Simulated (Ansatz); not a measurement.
# Ca: the cost of one run

Method: DFT r2SCAN, scalar-relativistic, plane waves, PAW, in Ansatz 0.2.0.

### 1 The system as given

The structure is tetragonal, space group I4_1/amd (No. 141). The conventional cell has a = 6.885 Å, b = 6.885 Å, c = 3.756 Å, α = 90.00°, β = 90.00°, γ = 90.00°. Around Ca (site symmetry -4m2) lie 6 Ca at 3.57 to 3.76 Å.

Structure file:

```xyz
2
Lattice="-3.4425 3.4425 1.8780 3.4425 -3.4425 1.8780 3.4425 3.4425 -1.8780" Properties=species:S:1:pos:R:3 pbc="T T T"
Ca    0.0000    0.0000    0.0000
Ca    0.0000    3.4425    0.9390
```

This is candidate A: beta-tin type (I4_1/amd, No. 141).

(A quick probe on a coarse mesh, which set the mesh and smearing, is not shown.)

### 3 Relaxing cell and atoms (candidate A)

Input file input.yaml:

```yaml
crystal:
  lattice:
    - [-3.4425263958, 3.4425263958, 1.8779616961]
    - [3.4425263958, -3.4425263958, 1.8779616961]
    - [3.4425263958, 3.4425263958, -1.8779616961]
  atoms:
    - { symbol: Ca, position: [0.0, 0.0, 0.0] }
    - { symbol: Ca, position: [0.75, 0.25, 0.5] }
basis:
  ecutwfc: 500
kpoints:
  mp_grid: { grid: [16, 16, 16] }
hamiltonian:
  xc: r2scan
scf:
  occupations: { method: gaussian, width: 0.1 }
output:
  forces: true
  stress: true
  eigenvalues: true
relax:
  adjacent_minimum: "off"
  f_tol: 0.01
  max_steps: 80
  cell: { stress_tol: 0.05 }
```

**Question.** How long does this run take on 1 thread of an x86-64 CPU, shared host, and how much memory does it need?

About 2.1 min, with a peak of 1.1 GiB.
